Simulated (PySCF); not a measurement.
# [CeCl2]+: other functionals and bases at one geometry

The task here is to estimate one member of a computed series from the others.

The runs use PySCF 2.14.0; several levels, as the steps say, no spin–orbit coupling.

1 further run of the same task is left out (for a known fault of the program).

## Where the work starts

3 atoms, charge 1, spin multiplicity 1.

Bond lengths: Ce1–Cl2 2.483 Å, Ce1–Cl3 2.483 Å. Angles: Cl2–Ce1–Cl3 108.6°.

Geometry (Å):

```xyz
3
CeCl2
Ce    0.0000    0.0000   -0.5979
Cl    2.0167    0.0000    0.8513
Cl   -2.0167    0.0000    0.8513
```

Formal oxidation states: Ce +3. Each metal's 1 4f electrons lie in its core potential, so multiplicities, spins and levels count the valence alone. An earlier session relaxed this geometry at PBE0, Ce lcecp-1-SVP with ECP47, Cl def2-SVP (singlet, point group C2v).

At PBE0 on the finer grid: E = -951.955644 Eh, HOMO -13.52 eV, LUMO -7.68 eV, Mulliken charge on Ce1 +1.36 e, largest force component 0.007 eV/Å. 

Levels to run: TPSS; CAM-B3LYP; PBE0, TZVP. Hardware: 2 threads of AMD EPYC 7B13 (Zen 3), shared host.

The first run:

run.py (the lines that set the calculation)

```python
mol = gto.M(atom='''
Ce     0.00000     0.00000    -0.59795
Cl     2.01671     0.00000     0.85130
Cl    -2.01671     0.00000     0.85130''',
    basis={'Ce': 'lcecp-1-SVP', 'Cl': 'def2-SVP'},
    ecp={'Ce': 'lcecp-1-SVP'},
    charge=1, spin=0)
mf = dft.RKS(mol, xc='TPSS')
mf.grids.atom_grid = (75, 302)  # f atoms: unpruned, at least (60, 302)
mf = mf.density_fit()  # fitting sets: Ce AutoAux, Cl def2-universal-JKFIT
mf.conv_tol = 1e-08; mf.max_cycle = 55
mf.kernel(dm0)  # dm0: the density of the relaxed state
```

The run is started by

```sh
OMP_NUM_THREADS=2 python run.py
```

Steps of the session up to this table: TPSS; CAM-B3LYP; PBE0, TZVP.

One table of the session follows, with a row left open; its other results are not shown here.

```
              level  HOMO (eV)  gap (eV)  charge on Ce1 (e)  dipole (D)  largest force component (eV/Å)
PBE0 (relaxed here)     -13.52      5.84               1.36        7.14                            0.01
               TPSS          ?         ?                  ?           ?                               ?
          CAM-B3LYP     -14.72      7.83               1.35        7.38                            0.09
         PBE0, TZVP     -13.45      5.92               1.62        7.03                            0.33
```

Estimate the missing values for TPSS.

The run gave: HOMO (eV): -12.33; gap (eV): 4.12; charge on Ce1 (e): 1.33; dipole (D): 6.87; largest force component (eV/Å): 0.39. In the column «HOMO (eV)» it is the highest.

The dipole of a charged species depends on the origin, so these sizes hold for this origin alone.

In one basis the HOMO–LUMO gap runs from 4.12 eV (TPSS) to 7.83 eV (CAM-B3LYP). The largest leftover force, 0.39 eV/Å with TPSS, stands at a geometry relaxed at another level. With 4f in the core, its levels are missing from HOMO and gap, and its count is fixed, so no charge can pass from the ligands into it. Total energies of different levels can't be compared.
